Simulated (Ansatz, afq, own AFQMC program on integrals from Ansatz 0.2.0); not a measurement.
**TiSiH2 (quintet): quantum Monte Carlo beside coupled cluster, def2-TZVP**

Aim: compute TiSiH2 (quintet) with auxiliary-field quantum Monte Carlo on the same integrals as coupled cluster, and set the energies side by side.

The runs use Ansatz 0.2.0, Gaussian basis, and an in-house AFQMC program (afq) on its integrals; all values are calculated; def2-TZVP, frozen cores.

Plan: CCSD(T) on UHF; PBE (unrestricted); CCSDT(Q) on UHF; r2SCAN (unrestricted); PBE0 (unrestricted); B3LYP (unrestricted); wB97M-V (unrestricted); B2PLYP (unrestricted); Phaseless AFQMC, CISD trial on UHF; Phaseless AFQMC, single-determinant trial on UHF.

4 further runs of the same task are left out: 4 that didn't finish.

## 1. The geometry

The geometry is a PBE0/def2-TZVP stationary point (not a proven minimum).

4 atoms, charge 0, spin multiplicity 5.

Atoms are counted from 1 here; the program's logs count them from 0.

Bond lengths: Ti1–Si2 2.493 Å, Ti1–H3 1.742 Å, Ti1–H4 1.742 Å. Angles: Si2–Ti1–H3 118.7°, Si2–Ti1–H4 118.7°, H3–Ti1–H4 122.5°.

## 2. CCSD(T) on UHF

Input file in.yaml:

```yaml
crystal:
  periodic: [false, false, false]
  atoms:
    - {symbol: Ti, position_ang: [0.000000, 0.000000, 0.876466]}
    - {symbol: Si, position_ang: [0.000000, 0.000000, -1.616810]}
    - {symbol: H, position_ang: [0.000000, 1.527869, 1.713949]}
    - {symbol: H, position_ang: [0.000000, -1.527869, 1.713949]}
basis:
  gaussian: {orbitals: def2-TZVP}
magnetization: {spin_polarized: true, initial_magnetization: 4}
correlation: {method: ccsd_t, electrons: outside_noble_gas, hamiltonian_folder: ham}
```

Started as:

```bash
> ansatz run in.yaml --threads 1 --pin off --events-out ev --progress --plain --max-ram 16896MiB --backend cuda --devices 0, --max-vram 18GiB
```

Output, cut to the lines that bear on the results:

```text
Functional definition: HF
  name "HF"
  cite "Fock, Z. Phys. 61, 126 (1930) doi:10.1007/BF01340294"
  parent pbe
[...]
716 factors; integrals over basis functions are off by at most 9.7e-4 eV
[...]
mean field -30977.50261818 eV, -1138.4022239125 hartree, gradient 2.3e-6 eV, S^2 6.037131; 21 other end points of the search recorded, 0 dependent functions left out
determinant -30977.50261818 eV, -1138.4022239125 hartree, with singles and doubles -30982.81033068 eV, -1138.5972787493 hartree
determinant -30977.29693682 eV, -1138.3946652620 hartree, with singles and doubles -30982.58110047 eV, -1138.5888546945 hartree
determinant -30977.17447968 eV, -1138.3901650451 hartree, with singles and doubles -30982.36217266 eV, -1138.5808092458 hartree
determinant -30975.82200299 eV, -1138.3404624435 hartree, with singles and doubles -30980.59641077 eV, -1138.5159186934 hartree
determinant -30975.71778475 eV, -1138.3366324940 hartree, with singles and doubles -30980.54935300 eV, -1138.5141893520 hartree
determinant -30975.68098574 eV, -1138.3352801552 hartree, with singles and doubles -30980.51274515 eV, -1138.5128440386 hartree
determinant -30975.42916257 eV, -1138.3260258244 hartree, with singles and doubles -30980.19971807 eV, -1138.5013405055 hartree
determinant -30975.35650624 eV, -1138.3233557537 hartree, with singles and doubles -30980.07474101 eV, -1138.4967476834 hartree
determinant -30975.30785170 eV, -1138.3215677321 hartree, with singles and doubles -30980.10523731 eV, -1138.4978684015 hartree
determinant -30974.21828225 eV, -1138.2815267936 hartree, with singles and doubles -30980.00562494 eV, -1138.4942077144 hartree
determinant -30977.50261818 eV, -1138.4022239125 hartree, with singles and doubles -30982.78434657 eV, -1138.5963238510 hartree
determinant -30977.29693682 eV, -1138.3946652620 hartree, with singles and doubles -30982.56187375 eV, -1138.5881481254 hartree
determinant -30977.17447968 eV, -1138.3901650451 hartree, with singles and doubles -30982.34007927 eV, -1138.5799973288 hartree
14 core orbitals not correlated: weight in the atoms' cores, before any rotation towards them, 0.999 or more for the frozen orbitals, at most 0.000 for the correlated occupied ones
reference -30977.50261818 eV, -1138.4022239125 hartree; 7, 3 occupied and 73, 77 virtual orbitals, 716 factors
second order -4.29017713 eV of doubles, -0.00000000 eV of singles
cycle   1  -5.28172565 eV  change    2.7e-6 eV  update   3.0e-6
perturbative correction -0.31880516 eV, -0.0117158737 hartree
Total energy: -30983.10314899 eV, -1138.6080396236 hartree
```

It took 17 s on 1 × NVIDIA H100 80GB HBM3 with 1 thread of AMD EPYC 7R13 (Zen 3), shared host; peak host memory 0.84 GiB.

From the report: ⟨S²⟩ of the determinant 6.037 (pure quintet: 6.00); correlation -5.6005 eV; T1 0.043; largest double amplitude 0.05.

This run also writes the integrals to the folder ham.

## 3. PBE (unrestricted)

Changes to in.yaml since step 2:

```diff
@@ -10,2 +10,3 @@
 magnetization: {spin_polarized: true, initial_magnetization: 4}
-correlation: {method: ccsd_t, electrons: outside_noble_gas, hamiltonian_folder: ham}
+hamiltonian: {xc: {name: PBE}}
+output: {orbitals: {seedname: orbitals}}
```

Started as:

```bash
> ansatz run in.yaml --threads 1 --pin off --events-out ev --progress --plain --max-ram 5632MiB --backend cpu
```

Output, cut to the lines that bear on the results:

```text
Functional definition: PBE
  name "PBE"
  cite "Perdew, Burke & Ernzerhof, Phys. Rev. Lett. 77, 3865 (1996) doi:10.1103/PhysRevLett.77.3865"
  parent pbe
[...]
753 factors; their error is unknown
[...]
mean field -31010.56844803 eV, -1139.6173707468 hartree, gradient 5.3e-6 eV, S^2 6.013379; 13 other end points of the search recorded, 0 dependent functions left out
reference -31010.56849977 eV, -1139.6173726484 hartree; 21, 17 occupied and 73, 77 virtual orbitals, 753 factors
Total energy: -31010.56849977 eV, -1139.6173726484 hartree
```

It took 17 s on 1 thread of AMD EPYC 7R13 (Zen 3), shared host; peak memory 0.72 GiB.

From the report: ⟨S²⟩ of the determinant 6.013 (pure quintet: 6.00).

## 4. CCSDT(Q) on UHF

Changes to in.yaml since step 3:

```diff
@@ -10,3 +10,2 @@
 magnetization: {spin_polarized: true, initial_magnetization: 4}
-hamiltonian: {xc: {name: PBE}}
-output: {orbitals: {seedname: orbitals}}
+correlation: {method: ccsdt_q, electrons: outside_noble_gas}
```

Started as:

```bash
> ansatz run in.yaml --threads 1 --pin off --events-out ev --progress --plain --max-ram 16896MiB --backend cuda --devices 0, --max-vram 18GiB
```

Output, cut to the lines that bear on the results:

```text
Functional definition: HF
  name "HF"
  cite "Fock, Z. Phys. 61, 126 (1930) doi:10.1007/BF01340294"
  parent pbe
[...]
1336 factors; integrals over basis functions are off by at most 1.9e-7 eV
[...]
mean field -30977.50263432 eV, -1138.4022245056 hartree, gradient 1.6e-6 eV, S^2 6.037131; 21 other end points of the search recorded, 0 dependent functions left out
determinant -30977.50263432 eV, -1138.4022245056 hartree, with singles and doubles -30982.81035584 eV, -1138.5972796741 hartree
determinant -30977.29695417 eV, -1138.3946658999 hartree, with singles and doubles -30982.58112609 eV, -1138.5888556362 hartree
determinant -30977.17449532 eV, -1138.3901656200 hartree, with singles and doubles -30982.36219815 eV, -1138.5808101826 hartree
determinant -30975.82201965 eV, -1138.3404630557 hartree, with singles and doubles -30980.59643932 eV, -1138.5159197425 hartree
[...]
determinant -30977.50263432 eV, -1138.4022245056 hartree, with singles and doubles -30982.78435825 eV, -1138.5963242803 hartree
determinant -30977.29695417 eV, -1138.3946658999 hartree, with singles and doubles -30982.56188601 eV, -1138.5881485762 hartree
determinant -30977.17449532 eV, -1138.3901656200 hartree, with singles and doubles -30982.34009018 eV, -1138.5799977297 hartree
14 core orbitals not correlated: weight in the atoms' cores, before any rotation towards them, 0.999 or more for the frozen orbitals, at most 0.000 for the correlated occupied ones
reference -30977.50263432 eV, -1138.4022245056 hartree; 7, 3 occupied and 73, 77 virtual orbitals, 1336 factors
second order -4.29018985 eV of doubles, -0.00000000 eV of singles
cycle   1  -4.85098812 eV  change   -5.6e-1 eV  update   1.2e-1
[...]
cycle  28  -5.67228495 eV  change   -2.0e-7 eV  update   1.1e-6
perturbative correction -0.02867114 eV, -0.0010536449 hartree
Total energy: -30983.20359040 eV, -1138.6117307774 hartree
```

Run time: 34 s. Hardware: 1 × NVIDIA H100 80GB HBM3 with 1 thread of AMD EPYC 7R13 (Zen 3), shared host; peak host memory 0.96 GiB.

From the report: ⟨S²⟩ of the determinant 6.037 (pure quintet: 6.00); correlation -5.7010 eV; T1 0.048; largest double amplitude 0.06.

## 5. r2SCAN (unrestricted)

Changes to in.yaml since step 4:

```diff
@@ -10,2 +10,2 @@
 magnetization: {spin_polarized: true, initial_magnetization: 4}
-correlation: {method: ccsdt_q, electrons: outside_noble_gas}
+hamiltonian: {xc: {name: r2SCAN}}
```

Started as:

```bash
> ansatz run in.yaml --threads 1 --pin off --events-out ev --progress --plain --max-ram 5632MiB --backend cpu
```

Output, cut to the lines that bear on the results:

```text
Functional definition: r2SCAN
  name "r2SCAN"
  cite "Furness, Kaplan, Ning, Perdew & Sun, J. Phys. Chem. Lett. 11, 8208 (2020) doi:10.1021/acs.jpclett.0c02405"
  cite "Furness, Kaplan, Ning, Perdew & Sun, J. Phys. Chem. Lett. 11, 9248 (2020) doi:10.1021/acs.jpclett.0c03077"
  parent r2scan
[...]
753 factors; their error is unknown
[...]
mean field -31019.11952253 eV, -1139.9316169387 hartree, gradient 3.7e-6 eV, S^2 6.025327; 9 other end points of the search recorded, 0 dependent functions left out
reference -31019.11954173 eV, -1139.9316176440 hartree; 21, 17 occupied and 73, 77 virtual orbitals, 753 factors
Total energy: -31019.11954173 eV, -1139.9316176440 hartree
```

Wall time 36 s (1 thread of AMD EPYC 7R13 (Zen 3), shared host); peak memory 0.72 GiB.

From the report: ⟨S²⟩ of the determinant 6.025 (pure quintet: 6.00).

## 6. PBE0 (unrestricted)

Changes to in.yaml since step 5:

```diff
@@ -10,2 +10,3 @@
 magnetization: {spin_polarized: true, initial_magnetization: 4}
-hamiltonian: {xc: {name: r2SCAN}}
+hamiltonian: {xc: {name: PBE0}}
+output: {orbitals: {seedname: orbitals}}
```

Launched as before.

Output:

```text
Functional definition: PBE0
  name "PBE0"
  cite "Adamo & Barone, J. Chem. Phys. 110, 6158 (1999) doi:10.1063/1.478522"
  cite "Perdew, Burke & Ernzerhof, Phys. Rev. Lett. 77, 3865 (1996) doi:10.1103/PhysRevLett.77.3865"
  parent pbe
  parameter a = 0.25
  parameter kappa = 0.804
  parameter beta = 0.06672455060314922
  exchange = (1 - a)*pbe_x(kappa = kappa, mu = beta*pi^2/3) + a*exact_x
  correlation = pbe_c(beta = beta)
822 factors; their error is unknown
mean field evaluation 1: about -30999.2072 eV, gradient 4.8e1 eV
mean field evaluation 2: about -30906.5299 eV, gradient 1.0e2 eV
mean field evaluation 4: about -31010.1126 eV, gradient 1.3e1 eV
mean field evaluation 8: about -31011.4182 eV, gradient 1.3e-1 eV
mean field evaluation 16: about -31011.5766 eV, gradient 9.8e-4 eV
mean field evaluation 32: about -31011.7429 eV, gradient 1.3e-2 eV
mean field -31011.74287010 eV, -1139.6605299618 hartree, gradient 1.9e-6 eV, S^2 6.023325; 5 other end points of the search recorded, 0 dependent functions left out
reference -31011.74290729 eV, -1139.6605313287 hartree; 21, 17 occupied and 73, 77 virtual orbitals, 822 factors
Total energy: -31011.74290729 eV, -1139.6605313287 hartree
```

Wall time 15 s (1 thread of AMD EPYC 7R13 (Zen 3), shared host); peak memory 1.1 GiB.

From the report: ⟨S²⟩ of the determinant 6.023 (pure quintet: 6.00).

## 7. B3LYP (unrestricted)

Changes to in.yaml since step 6:

```diff
@@ -10,3 +10,2 @@
 magnetization: {spin_polarized: true, initial_magnetization: 4}
-hamiltonian: {xc: {name: PBE0}}
-output: {orbitals: {seedname: orbitals}}
+hamiltonian: {xc: {name: B3LYP}}
```

Same command.

Output, cut to the lines that bear on the results:

```text
Functional definition: B3LYP
  name "B3LYP"
  cite "Stephens, Devlin, Chabalowski & Frisch, J. Phys. Chem. 98, 11623 (1994) doi:10.1021/j100096a001"
  cite "Becke, Phys. Rev. A 38, 3098 (1988) doi:10.1103/PhysRevA.38.3098"
  cite "Lee, Yang & Parr, Phys. Rev. B 37, 785 (1988) doi:10.1103/PhysRevB.37.785"
  cite "Vosko, Wilk & Nusair, Can. J. Phys. 58, 1200 (1980) doi:10.1139/p80-159"
[...]
812 factors; their error is unknown
[...]
mean field -31021.71699897 eV, -1140.0270724372 hartree, gradient 3.4e-6 eV, S^2 6.017758; 5 other end points of the search recorded, 0 dependent functions left out
reference -31021.71724582 eV, -1140.0270815088 hartree; 21, 17 occupied and 73, 77 virtual orbitals, 812 factors
Total energy: -31021.71724582 eV, -1140.0270815088 hartree
```

Run time: 14 s. Hardware: 1 thread of AMD EPYC 7R13 (Zen 3), shared host; peak memory 1.6 GiB.

From the report: ⟨S²⟩ of the determinant 6.018 (pure quintet: 6.00).

## 8. wB97M-V (unrestricted)

Changes to in.yaml since step 7:

```diff
@@ -10,2 +10,3 @@
 magnetization: {spin_polarized: true, initial_magnetization: 4}
-hamiltonian: {xc: {name: B3LYP}}
+hamiltonian: {xc: {name: wB97M-V}}
+output: {orbitals: {seedname: orbitals}}
```

Launched as before.

Output, cut to the lines that bear on the results:

```text
Functional definition: wB97M-V
  name "wB97M-V"
  cite "Mardirossian & Head-Gordon, J. Chem. Phys. 144, 214110 (2016) doi:10.1063/1.4952647"
  cite "Becke, J. Chem. Phys. 107, 8554 (1997) doi:10.1063/1.475007"
  cite "Vydrov & Van Voorhis, J. Chem. Phys. 133, 244103 (2010) doi:10.1063/1.3521275"
  # Of w^i u^j: cxij and so on, Table III.
[...]
  gx(w, u) = 1 - cx + cx01*u + cx10*w
  gss(w, u) = css00 + css04*u^4 + css10*w + css20*w^2 + css43*w^4*u^3
  gos(w, u) = cos00 + cos10*w + (cos20 + cos21*u)*w^2 + (cos60 + cos61*u)*w^6
[...]
      + integral(e_c_pw_mod_opposite_spin*gos(b97_w_opposite, b97_u_opposite)) + vv10(b, c)
791 factors; their error is unknown
184 factors; integrals over basis functions are off by at most 1.0e-4 eV
[...]
mean field -31018.00999796 eV, -1139.8908426626 hartree, gradient 3.7e-6 eV, S^2 6.019960; 4 other end points of the search recorded, 0 dependent functions left out
reference -31018.01004859 eV, -1139.8908445235 hartree; 21, 17 occupied and 73, 77 virtual orbitals, 791 factors
Total energy: -31018.01004859 eV, -1139.8908445235 hartree
```

It took 35 s on 1 thread of AMD EPYC 7R13 (Zen 3), shared host; peak memory 1.6 GiB.

From the report: ⟨S²⟩ of the determinant 6.020 (pure quintet: 6.00).

## 9. B2PLYP (unrestricted)

Changes to in.yaml since step 8:

```diff
@@ -10,3 +10,3 @@
 magnetization: {spin_polarized: true, initial_magnetization: 4}
-hamiltonian: {xc: {name: wB97M-V}}
-output: {orbitals: {seedname: orbitals}}
+hamiltonian: {xc: {name: B2PLYP}}
+correlation: {electrons: outside_noble_gas}
```

Same command.

Output, cut to the lines that bear on the results:

```text
Functional definition: B2PLYP
  name "B2PLYP"
  cite "Grimme, J. Chem. Phys. 124, 034108 (2006) doi:10.1063/1.2148954"
  cite "Becke, Phys. Rev. A 38, 3098 (1988) doi:10.1103/PhysRevA.38.3098"
  cite "Lee, Yang & Parr, Phys. Rev. B 37, 785 (1988) doi:10.1103/PhysRevB.37.785"
[...]
716 factors; integrals over basis functions are off by at most 9.7e-4 eV
[...]
mean field -31008.43353728 eV, -1139.5389142240 hartree, gradient 4.1e-6 eV, S^2 6.031662; 6 other end points of the search recorded, 0 dependent functions left out
14 core orbitals not correlated: weight in the atoms' cores, before any rotation towards them, 0.999 or more for the frozen orbitals, at most 0.000 for the correlated occupied ones
reference -31008.43368971 eV, -1139.5389198255 hartree; 7, 3 occupied and 73, 77 virtual orbitals, 716 factors
second order -6.27754509 eV of doubles, -0.00000000 eV of singles
Total energy: -31010.12862688 eV, -1139.6012076178 hartree
```

Wall time 16 s (1 thread of AMD EPYC 7R13 (Zen 3), shared host); peak memory 1.6 GiB.

From the report: ⟨S²⟩ of the determinant 6.032 (pure quintet: 6.00).

## 10. Phaseless AFQMC, CISD trial on UHF

It reads the integrals that the CCSD(T) run on this determinant wrote.

Started as:

```bash
> afq ham --method phaseless --trial cisd --walkers 2100 --populations 20 --least-time 60 --time-step 0.005 --steps-per-block 50 --equilibration-blocks 40 --max-blocks 4000 --target-error 0.00019 --factor-cut 1e-05 --start spin_pure --seed 4926 --release-times 0.24,0.51,0.99,1.62,2.4 --release-step 0.03 --release-every 3 --taylor-order 6
```

Output:

```text
orbitals 80  electrons 7 3  factors 630 of 716
reference energy -1138.40222391 Eh
CCSD correlation -0.19409984 Eh in 18 cycles, weight of the determinant in the CISD state 0.8324
energy of the start -1138.595318 Eh
 block  time / (1/Eh)  mean weight  energy / Eh
     1     0.250  0.9997  -1138.593742
     2     0.500  0.9997  -1138.595372
     3     0.750  0.9996  -1138.597121
     4     1.000  1.0000  -1138.599122
     5     1.250  1.0001  -1138.601067
     6     1.500  0.9999  -1138.602590
     7     1.750  0.9998  -1138.603373
     8     2.000  0.9995  -1138.604259
     9     2.250  0.9998  -1138.605889
    10     2.500  0.9999  -1138.607278
    13     3.250  1.0000  -1138.608160
    16     4.000  0.9998  -1138.607419
    19     4.750  0.9998  -1138.608391
    22     5.500  0.9999  -1138.609575
    25     6.250  0.9998  -1138.609257
    28     7.000  0.9997  -1138.609689
    31     7.750  0.9998  -1138.609651
    34     8.500  1.0004  -1138.608093
    37     9.250  1.0000  -1138.608980
    40    10.000  1.0006  -1138.608732
    43    10.750  1.0000  -1138.608920
    46    11.500  1.0004  -1138.609378
    49    12.250  0.9999  -1138.609247
    52    13.000  0.9998  -1138.608194
    55    13.750  0.9993  -1138.609470
    58    14.500  0.9998  -1138.606135
    61    15.250  1.0000  -1138.607917
    64    16.000  1.0000  -1138.607902
    67    16.750  0.9998  -1138.606835
    70    17.500  0.9997  -1138.606987
    73    18.250  0.9996  -1138.607109
    76    19.000  1.0002  -1138.608551
    79    19.750  1.0004  -1138.606598
    82    20.500  1.0002  -1138.609796
    85    21.250  0.9996  -1138.605691
    88    22.000  1.0000  -1138.608627
    91    22.750  1.0000  -1138.605997
    94    23.500  0.9996  -1138.606984
    97    24.250  1.0003  -1138.606518
   100    25.000  0.9998  -1138.606090
   103    25.750  0.9998  -1138.608039
   106    26.500  1.0000  -1138.606506
   109    27.250  0.9998  -1138.609555
   112    28.000  0.9997  -1138.607324
   115    28.750  0.9995  -1138.605790
   118    29.500  1.0002  -1138.607241
   121    30.250  1.0001  -1138.606422
   124    31.000  1.0001  -1138.606420
   127    31.750  1.0000  -1138.606696
error from the spread of 20 populations
released: time / (1/Eh)  energy / Eh  error  mean overlap
  0.24  -1138.608187  0.000255  0.9998
  0.51  -1138.609111  0.000253  0.9988
  0.99  -1138.609653  0.000291  1.0014
  1.62  -1138.610495  0.000328  1.0022
  2.40  -1138.610822  0.000507  0.9994
energy -1138.607685 +/- 0.000266 Eh
```

Wall time 4 min (1 × NVIDIA H100 80GB HBM3 with 2 threads of AMD EPYC 7R13 (Zen 3), shared host); peak host memory 1.6 GiB.

Energy -30983.0935 ± 0.0072 eV. Caveats: constraint bias not in the error.

## 11. Phaseless AFQMC, single-determinant trial on UHF

It reads the integrals that the CCSD(T) run on this determinant wrote.

Started as:

```bash
> afq ham --method phaseless --trial hf --walkers 2100 --populations 20 --least-time 40 --time-step 0.005 --steps-per-block 20 --equilibration-blocks 160 --max-blocks 4000 --target-error 0.0009500000000000001 --factor-cut 1e-05 --start spin_pure --seed 2996 --taylor-order 6
```

Output:

```text
orbitals 80  electrons 7 3  factors 630 of 716
reference energy -1138.40222391 Eh
CCSD correlation -0.19409984 Eh in 18 cycles, weight of the determinant in the CISD state 0.8324
energy of the start -1138.402904 Eh
 block  time / (1/Eh)  mean weight  energy / Eh
     1     0.100  1.0005  -1138.433072
     2     0.200  1.0009  -1138.457613
     3     0.300  1.0009  -1138.477784
     4     0.400  1.0010  -1138.492246
     5     0.500  1.0009  -1138.505429
     6     0.600  1.0005  -1138.515784
     7     0.700  1.0011  -1138.524944
     8     0.800  1.0006  -1138.532618
     9     0.900  1.0003  -1138.539666
    10     1.000  1.0001  -1138.546050
    13     1.300  0.9998  -1138.561371
    19     1.900  1.0001  -1138.580716
    25     2.500  0.9999  -1138.587191
    31     3.100  0.9998  -1138.597119
    37     3.700  0.9997  -1138.601406
    43     4.300  1.0000  -1138.606613
    49     4.900  1.0002  -1138.607475
    55     5.500  0.9998  -1138.609085
    61     6.100  0.9996  -1138.610922
    67     6.700  1.0001  -1138.610020
    73     7.300  1.0000  -1138.609943
    79     7.900  0.9999  -1138.612116
    85     8.500  0.9997  -1138.612699
    91     9.100  0.9999  -1138.606769
    97     9.700  1.0003  -1138.607401
   103    10.300  0.9995  -1138.608539
   109    10.900  1.0001  -1138.609150
   115    11.500  1.0001  -1138.605193
   121    12.100  1.0004  -1138.613357
   127    12.700  0.9997  -1138.610791
   133    13.300  1.0006  -1138.610650
   139    13.900  0.9999  -1138.607949
   145    14.500  0.9999  -1138.608704
   151    15.100  0.9999  -1138.606421
   157    15.700  1.0000  -1138.605570
   163    16.300  1.0003  -1138.606850
   169    16.900  0.9997  -1138.602315
   175    17.500  0.9999  -1138.602795
   181    18.100  0.9993  -1138.603908
   187    18.700  1.0002  -1138.599978
   193    19.300  1.0000  -1138.602920
   199    19.900  0.9998  -1138.603826
   205    20.500  1.0002  -1138.603581
   211    21.100  1.0001  -1138.610933
   217    21.700  1.0000  -1138.603524
   223    22.300  0.9997  -1138.601676
   229    22.900  1.0003  -1138.606409
   235    23.500  0.9997  -1138.603210
   241    24.100  1.0002  -1138.607303
   247    24.700  1.0000  -1138.612460
error from the spread of 20 populations
energy -1138.604386 +/- 0.000914 Eh
```

Run time: 78 s. Hardware: 1 × NVIDIA H100 80GB HBM3 with 2 threads of AMD EPYC 7R13 (Zen 3), shared host; peak host memory 1.6 GiB.

Energy -30983.0037 ± 0.0249 eV. Caveats: constraint bias not in the error.

## 12. AFQMC on the ladder

On the UHF determinant, counted from CCSDT(Q) (a yardstick, not exact):

| level | energy (eV) | from CCSDT(Q) (kcal/mol) | statistical error (kcal/mol) | time |
| --- | --- | --- | --- | --- |
| HF | -30977.5026 | +131.47 |  |  |
| MP2 | -30981.7928 | +32.53 |  |  |
| CCSD | -30982.7843 | +9.67 |  |  |
| CCSD(T) | -30983.1031 | +2.32 |  |  |
| CCSDT(Q) | -30983.2036 | 0.00 |  |  |
| Phaseless AFQMC, CISD trial, step 0.005, 2100 walkers | -30983.0935 | +2.54 | 0.17 | 4 min |
| Phaseless AFQMC, single-determinant trial, step 0.005, 2100 walkers | -30983.0037 | +4.61 | 0.57 | 78 s |

The functionals' totals stand on their own zeros and serve differences with other points: PBE -31010.568 eV; r2SCAN -31019.120 eV; PBE0 -31011.743 eV; B3LYP -31021.717 eV; wB97M-V -31018.010 eV; B2PLYP -31010.129 eV.

## 13. Outcome

| quantity | value |
| --- | --- |
| CCSD(T) on UHF from CCSDT(Q) | +2.32 kcal/mol |
| Phaseless AFQMC, CISD trial on UHF from CCSDT(Q) | +2.54 ± 0.17 kcal/mol |
| Phaseless AFQMC, single-determinant trial on UHF from CCSDT(Q) | +4.61 ± 0.57 kcal/mol |

**Reading.** On UHF the phaseless walk with the CISD trial lies +2.54 kcal/mol from CCSDT(Q), 15 times its error bar. Error bars are statistical and leave out the constraint, the time step and what remains of the start.
